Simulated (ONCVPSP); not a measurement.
# An ONCV potential for lead, from input to tests

Task: generate the file, and judge it by its errors in other configurations, its logarithmic derivatives, its ghosts and its cutoff.

Program: ONCVPSP 4.0.1.1 (patched build). Reference atom: PBEsol, scalar-relativistic, spherical and spin-unpolarised. All values are calculated.

### 1 The atom and the settings

The settings as typed:

```json
{
 "element": "lead (Pb, Z = 82)",
 "type": "optimised norm-conserving Vanderbilt (ONCV)",
 "frozen core": "[Kr] 4d10 4f14 5s2",
 "valence charge": "20",
 "reference configuration": "5p6 5d10 6s1.75 6p2.25",
 "partial waves": "6s: rc 2.00 bohr, ncon 3, nbas 7, qcut 3 1/bohr, 2 projectors, debl 1.4 Ha; 5p+6p: rc 1.65 bohr, ncon 5, nbas 9, qcut 6.4 1/bohr, 2 projectors; 5d: rc 1.25 bohr, ncon 3, nbas 7, qcut 8.3 1/bohr, 2 projectors, debl 2.6 Ha",
 "local potential": "polynomial inside 0.80 bohr (lpopt 1, dvloc0 0 Ha)",
 "core correction": "Teter function, fcfact 3, rcfact 1.5"
}
```

The nodes and maxima of the atom's own shells, from an earlier all-electron run, set the scale for the radii.

All-electron outer shells of the reference configuration (PBEsol, scalar-relativistic, ld1.x):

```json
{"shell": "5s", "level (eV)": "-144.66", "outermost node (bohr)": "0.45", "outermost maximum (bohr)": "0.79"}
{"shell": "4f", "level (eV)": "-133.41", "outermost node (bohr)": "–", "outermost maximum (bohr)": "0.35"}
{"shell": "5p", "level (eV)": "-86.28", "outermost node (bohr)": "0.49", "outermost maximum (bohr)": "0.88"}
{"shell": "5d", "level (eV)": "-21.60", "outermost node (bohr)": "0.52", "outermost maximum (bohr)": "1.07"}
{"shell": "6s", "level (eV)": "-12.39", "outermost node (bohr)": "1.01", "outermost maximum (bohr)": "1.95"}
{"shell": "6p", "level (eV)": "-3.71", "outermost node (bohr)": "1.18", "outermost maximum (bohr)": "2.63"}
```

### 2 Generation

Contents of Pb.dat:

```
# ATOM AND REFERENCE CONFIGURATION
# atsym  z   nc   nv     iexc    psfile
  Pb 82.00   11    4  -116133      upf
#
#   n    l    f
    1    0    2.00
    2    0    2.00
    2    1    6.00
    3    0    2.00
    3    1    6.00
    3    2   10.00
    4    0    2.00
    4    1    6.00
    4    2   10.00
    4    3   14.00
    5    0    2.00
    5    1    6.00
    5    2   10.00
    6    0    1.75
    6    1    2.25
#
# PSEUDOPOTENTIAL AND OPTIMIZATION
# lmax
    2
#
#   l,   rc,      ep,       ncon, nbas, qcut
    0    2.00    0.00    3    7    3.00
    1    1.65    0.00    5    9    6.40
    2    1.25    0.00    3    7    8.30
#
# LOCAL POTENTIAL
# lloc, lpopt,  rc(5),   dvloc0
    4    1    0.80    0.00
#
# VANDERBILT-KLEINMAN-BYLANDER PROJECTORs
# l, nproj, debl
    0    2    1.40
    1    2    1.30
    2    2    2.60
#
# MODEL CORE CHARGE
# icmod, fcfact, rcfact
    3    3.00    1.50
#
# LOG DERIVATIVE ANALYSIS
# epsh1, epsh2, depsh
   -5.00    5.00    0.04
#
# OUTPUT GRID
# rlmax, drl
    6.00    0.01
#
# TEST CONFIGURATIONS
# ncnf
    4
# nvcnf
#   n    l    f
    4
    5    1    6.00
    5    2   10.00
    6    0    2.00
    6    1    2.00
#
    4
    5    1    6.00
    5    2   10.00
    6    0    2.00
    6    1    1.00
#
    4
    5    1    6.00
    5    2   10.00
    6    0    2.00
    6    1    0.00
#
    4
    5    1    6.00
    5    2   10.00
    6    0    1.00
    6    1    3.00
#
```

On the command line:

```
oncvpsp.x < Pb.dat > Pb.out
```

Q: Predict the outcome of this session. Wanted: cutoffs for 1 and 0.1 mHa per electron, occupied waves; bound ghosts; GHOST(+) flags; largest test error; largest phase difference near zero energy, channels read; rms error of d²Exc/dn², without and with the model core.

**Answer**, as computed:

```
                                                quantity                          value
  cutoffs for 1 and 0.1 mHa per electron, occupied waves                25 Ha and 35 Ha
                                            bound ghosts                s at -416.65 eV
                                          GHOST(+) flags        s at 41 eV, p at 231 eV
                            largest test error (AE − PS)  -14 meV, for 5p6 5d10 6s2 6p0
largest phase difference near zero energy, channels read                      0.000 rad
 rms error of d²Exc/dn², without and with the model core              3.37 and 0.34 mHa
```

It has a bound ghost (s), a state that the atom doesn't have, and that rules the file out. The worst unpolarised test, 5p6 5d10 6s2 6p0, is off by 14 meV on 17.9 eV; by total energies transferability rates as good. Atomic tests can pass in spite of a ghost, since they solve only for the levels asked. The potential is of middling hardness: the looser tolerance needs 25 Ha. At the looser tolerance the 5d wave is the slowest; 5p needs 17 Ha. Near zero energy the phases of the channels with partial waves agree within 0.001 rad. The program also flags highly localised states, GHOST(+) (s, p). These are tests on the free atom; a crystal test is still owed.
